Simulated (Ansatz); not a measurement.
# Ag+ with HF: structure and interaction energy

An exercise on one series of results from a longer session: the logs are not shown, and one member is left open.

Computed with Ansatz 0.2.0, Gaussian basis. Level: PBE0-D4 structure, single points in def2-TZVPPD.

Levels: PBE-D4, revPBE-D4, BLYP-D4, r2SCAN-D4, B97M-V, PBE0-D4, B3LYP-D4, HSE06-D4, wB97X-V, wB97M-V, B2PLYP, Hartree-Fock, MP2, CCSD, CCSD(T). The reference is CCSD(T) extrapolated to the basis limit. For elements past Ar these valence bases correlate outer-core shells poorly, so that limit is rough.

Cores are frozen in the correlated methods. Filled d shells of the heavier atoms are correlated. Core potentials replace the inner electrons past krypton, and spin-orbit coupling is left out. B3LYP uses VWN-RPA correlation. B2PLYP carries no dispersion term here.

163 further runs of the same task are left out: 163 set aside as unsound or not needed.

## Starting geometry

The pair, from a GFN2-xTB docking trial: 3 atoms, charge 1, spin multiplicity 1.

Atoms are counted from 1 here; the program's logs count them from 0.

Bond lengths: Ag1–F2 2.297 Å, F2–H3 0.950 Å. Angles: Ag1–F2–H3 179.9°.

Geometry (Å):

```
Ag    0.0194   -0.0957   -1.8453
F    -0.0046    0.0227    0.4483
H    -0.0148    0.0729    1.3970
```

Atoms 1 to 1 are fragment A (Ag+), the rest fragment B (HF).

The first run:

Contents of pre/in.yaml:

```yaml
crystal:
  periodic: [false, false, false]
  atoms:
    - {symbol: Ag, position_ang: [0.019400, -0.095700, -1.845300]}
    - {symbol: F, position_ang: [-0.004600, 0.022700, 0.448300]}
    - {symbol: H, position_ang: [-0.014800, 0.072900, 1.397000]}
basis:
  gaussian: {orbitals: def2-SVP}
total_charge: 1
hamiltonian: {xc: pbe, dispersion: d4}
relax: {f_tol: 0.03, max_steps: 250}
```

Started as:

```bash
> ansatz run in.yaml --threads 2 --pin off --events-out ev --progress --plain --max-ram 5222MiB
```

Among the steps run: A first relaxation in a small basis; Relaxation at PBE0-D4; wB97X-V/def2-TZVPPD; wB97M-V/def2-TZVPPD; B2PLYP/def2-TZVPPD; B97M-V/def2-TZVPPD; CCSD(T)/def2-TZVPPD; SPW92/def2-SVP; wB97M-V/def2-SVP; CCSD(T)/def2-SVP; Vibrations of the pair.

One of the session's tables, all rows but one given; the rest of the session is left out.

```
      method  interaction (kJ/mol)
      PBE-D4                -72.18
   revPBE-D4                -63.80
     BLYP-D4                -71.30
   r2SCAN-D4                -78.45
      B97M-V                -74.16
     PBE0-D4                -69.14
    B3LYP-D4                -70.71
    HSE06-D4                -68.98
     wB97X-V                -68.34
     wB97M-V                -68.38
      B2PLYP                     ?
Hartree-Fock                -54.60
         MP2                -63.09
        CCSD                -60.87
     CCSD(T)                -61.84
 CCSD(T)/CBS                -68.83
```

Estimate the missing values for B2PLYP.

The run gave: interaction (kJ/mol): -66.65. In the column «interaction (kJ/mol)» it lies between wB97X-V (-68.34) and revPBE-D4 (-63.80).
